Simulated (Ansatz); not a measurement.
YbAg, space group Pm-3m, a point defect in a supercell

With the Python package of Ansatz (0.2.0).

Run as a notebook:

In [1]:
```python
import ansatz
import numpy as np
```

In [2]:
```python
lattice = ansatz.Lattice.of(
    (3.6787, 0.0, 0.0),
    (0.0, 3.6787, 0.0),
    (0.0, 0.0, 3.6787),
)
sites = [
    ("Yb", (0.5, 0.5, 0.5)),
    ("Ag", (0.0, 0.0, 0.0)),
]
system = ansatz.Crystal(lattice=lattice)
for symbol, position in sites:
    system = system.atom(symbol, position)
host = system.supercell(2, 2, 2)
defective = host.substitution("Ag", at=(0.5, 0.5, 0.5), replaces="Yb")
```

In [3]:
```python
def with_settings(structure):
    return (
        structure.calculation()
        .functional("r2scan")
        .kpoints(2, 2, 2)
        .occupations("Fermi-Dirac", width=0.05)
        .pseudopotentials("paw")
        .band_table()
    )
```

In [4]:
```python
perfect = with_settings(host).run(threads=1, backend="cpu").report
job = with_settings(defective).forces()
res = job.run(threads=1, backend="cpu")
summary = res.report
```
```text
DeckWarning: basis.ecutwfc = 500 eV, auto-derived from the records' recommended cutoffs: set by Yb (their level for a meta-GGA)
DeckWarning: basis.ecutwfc = 500 eV, auto-derived from the records' recommended cutoffs: set by Ag (their level for a meta-GGA)
```

In [5]:
```python
summary["mixing_algorithm"], summary["preconditioner"], summary["eigensolver"]
```
Out [5]:
```text
('MSR1', 'Kerker', 'band_cg')
```

In [6]:
```python
n_host, n_defect = len(perfect["lattice"]["sites"]), len(summary["lattice"]["sites"])
print(f"perfect cell: {n_host} atoms, F = {perfect['free_energy_ev']:.4f} eV")
print(f"defect cell:  {n_defect} atoms, F = {summary['free_energy_ev']:.4f} eV")
print(f"difference {summary['free_energy_ev'] - perfect['free_energy_ev']:.4f} eV (no chemical potentials)")
```
```text
perfect cell: 16 atoms, F = -171285.0039 eV
defect cell:  16 atoms, F = -165081.5944 eV
difference 6203.4095 eV (no chemical potentials)
```

In [7]:
```python
pull = np.linalg.norm(summary["forces_ev_ang"], axis=1)
for atom in np.argsort(-pull)[:5]:
    print(f"force on {res.lattice.sites[atom].symbol}{atom}: {pull[atom]:.3f} eV/A")
```
```text
force on Ag3: 0.150 eV/A
force on Ag1: 0.150 eV/A
force on Ag7: 0.150 eV/A
force on Ag5: 0.150 eV/A
force on Ag13: 0.150 eV/A
```

Total energies depend on the potentials; only differences at equal settings carry meaning. A total without «per atom» is that of the cell as typed. Semilocal functionals put the nearly full 4f shell of Yb too close to the Fermi level. The mesh is modest for a metal, so energies can be off by several to tens of meV an atom and pressures by half a GPa or more; differences at equal mesh fare better. The atoms stand at ideal sites; relaxing them can change energy and levels by an eV or more. The difference holds no chemical potentials. Errors of mesh and smearing per atom add up over the supercell, so the energy can be off by tenths of an eV. The structure is a deposited one; some such entries were measured under pressure or heat, so a shift against it needn't be the functional's error alone. Warnings are shown shortened and without file and line. The supercell is small, so the defect meets its images and the energies aren't those of an isolated defect; a partly filled defect level may also lower its energy by spin or distortion. For a charged cell the difference holds no correction, alignment or term for the electrons' reservoir. The whole script took 5.6 min on 1 thread of Intel(R) Xeon(R) Processor @ 2.50GHz (Skylake/Cascade Lake), on a shared host, peak memory 1.5 GiB.

(Lines on the test bed's own set-up are left out of the output.)
